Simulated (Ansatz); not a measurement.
# GeCF (quartet): wave-function methods side by side, cc-pVTZ

One table from this session's results is given with a row withheld; the runs are named, their logs left out.

Computed with Ansatz 0.2.0, Gaussian basis. Level: cc-pVTZ, core rule «outside noble gas», up to 16 orbitals frozen.

To be run: UHF; CCSD(T) on ROHF; CCSD(T) on UHF; BCCD(T) on ROHF; CCSDT(Q) on ROHF; CCSDT(Q) on UHF.

11 further runs of the same task are left out: 6 for a known fault of the program, 5 set aside as unsound or not needed.

## The system

The geometry is a PBE0/def2-TZVP stationary point (not a proven minimum). No spin-orbit coupling is included. The filled d shell of Ge may be among the frozen orbitals whatever the setting's name suggests; the logs give the count.

3 atoms, charge 0, spin multiplicity 4.

Atoms are counted from 1 here; the program's logs count them from 0.

Bond lengths: C1–Ge2 1.970 Å, Ge2–F3 1.753 Å. Angles: C1–Ge2–F3 100.8°.

The first run:

The input, in.yaml:

```yaml
crystal:
  periodic: [false, false, false]
  atoms:
    - {symbol: C, position_ang: [0.000000, -1.003813, 1.529108]}
    - {symbol: Ge, position_ang: [0.000000, 0.345191, 0.093628]}
    - {symbol: F, position_ang: [0.000000, -0.685225, -1.324681]}
basis:
  gaussian: {orbitals: cc-pVTZ}
magnetization: {spin_polarized: true, initial_magnetization: 3}
hamiltonian: {xc: hf}
output: {orbitals: {seedname: orbitals}}
```

Run with:

```bash
$ ansatz run in.yaml --threads 1 --pin off --events-out ev --progress --plain --max-ram 4096MiB --backend cpu
```

Steps of the session up to this table: UHF; CCSD(T) on ROHF; CCSD(T) on UHF; BCCD(T) on ROHF; CCSDT(Q) on ROHF; CCSDT(Q) on UHF.

One table of the session follows, with a row left open; its other results are not shown here.

| method | from UCCSDT(Q) (meV) |
| --- | --- |
| ROHF | +12671.0 |
| UHF | +12593.2 |
| RMP2 | +1223.9 |
| UMP2 | +1202.1 |
| RCCSD | +546.9 |
| UCCSD | +540.7 |
| RCCSD(T) | ? |
| UCCSD(T) | +73.1 |
| BCCD(T) | +65.3 |
| RCCSDT | +31.2 |
| UCCSDT | +27.8 |
| RCCSDT(Q) | +9.2 |
| UCCSDT(Q) | 0 |

**Question.** Estimate the row for RCCSD(T).

**Answer.** from UCCSDT(Q) (meV): +76.9. In the column «from UCCSDT(Q) (meV)» it lies between UCCSD(T) (+73.1) and UCCSD (+540.7).

With the free atoms at the same levels and basis (separate runs), the atomisation energy is 7.762 eV at UCCSDT(Q), 7.734 eV at RCCSD(T), 7.724 eV at UCCSD(T), 5.580 eV at ROHF.

To keep in mind: Restricted and unrestricted rows rest on different reference determinants; where their highest levels disagree by more than a few hundredths of an eV, they describe different states and don't form one ladder.
